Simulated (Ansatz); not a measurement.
# SiO2 (Cristobalite): the cost of one run

Method: DFT, PBE, plane-wave PAW, default files, scalar-relativistic, as far as a step names no other, in Ansatz 0.2.0.

1 further run of the same task is left out (it didn't finish).

## (1) The system as given

It takes space group P4_12_12 (No. 92, tetragonal). Conventional cell: a = 4.950 Å, b = 4.950 Å, c = 6.876 Å, α = 90.00°, β = 90.00°, γ = 90.00°. Si (site symmetry 2) is surrounded by 4 O at 1.60 to 1.61 Å. O (site symmetry 1) has 2 Si at 1.60 to 1.61 Å as nearest neighbours.

As a file:

```
CELL_PARAMETERS angstrom
4.95010 0.00000 0.00000
0.00000 4.95010 0.00000
0.00000 0.00000 6.87600
ATOMIC_POSITIONS crystal
Si 0.30270 0.30270 0.00000
Si 0.19730 0.80270 0.25000
Si 0.69730 0.69730 0.50000
Si 0.80270 0.19730 0.75000
O 0.23880 0.10860 0.18170
O 0.39140 0.73880 0.43170
O 0.76120 0.89140 0.68170
O 0.60860 0.26120 0.93170
O 0.73880 0.39140 0.56830
O 0.89140 0.76120 0.31830
O 0.26120 0.60860 0.06830
O 0.10860 0.23880 0.81830
```

## (2) Gradients at the starting positions

File input.yaml:

```yaml
crystal:
  lattice:
    - [4.9501, 0.0, 0.0]
    - [0.0, 4.9501, 0.0]
    - [0.0, 0.0, 6.876]
  atoms:
    - { symbol: Si, position: [0.3027, 0.3027, 0.0] }
    - { symbol: Si, position: [0.1973, 0.8027, 0.25] }
    - { symbol: Si, position: [0.6973, 0.6973, 0.5] }
    - { symbol: Si, position: [0.8027, 0.1973, 0.75] }
    - { symbol: O, position: [0.2388, 0.1086, 0.1817] }
    - { symbol: O, position: [0.3914, 0.7388, 0.4317] }
    - { symbol: O, position: [0.7612, 0.8914, 0.6817] }
    - { symbol: O, position: [0.6086, 0.2612, 0.9317] }
    - { symbol: O, position: [0.7388, 0.3914, 0.5683] }
    - { symbol: O, position: [0.8914, 0.7612, 0.3183] }
    - { symbol: O, position: [0.2612, 0.6086, 0.0683] }
    - { symbol: O, position: [0.1086, 0.2388, 0.8183] }
kpoints:
  mp_grid: { grid: [5, 5, 4] }
scf:
  occupations: { method: fermi_dirac, width: 0.02 }
hamiltonian:
  xc: pbe
  pseudopotentials: { kind: paw }
output:
  forces: true
  stress: true
  populations: true
  efg: { quadrupole_moments_barn: { O: -0.02558 }, contact_densities: true }
  write_density: true
  write_potential: true
  elf: true
  volumetric_format: npy
```

Launch:

```bash
$ ansatz run input.yaml --threads 1 --pin off --max-ram 2560MiB --backend cpu --events-out ev --progress --plain --runs-dir out
```

What time and memory should one allow on 1 thread of an x86-64 CPU, shared host?

About 8.1 s, with a peak of 0.5 GiB.
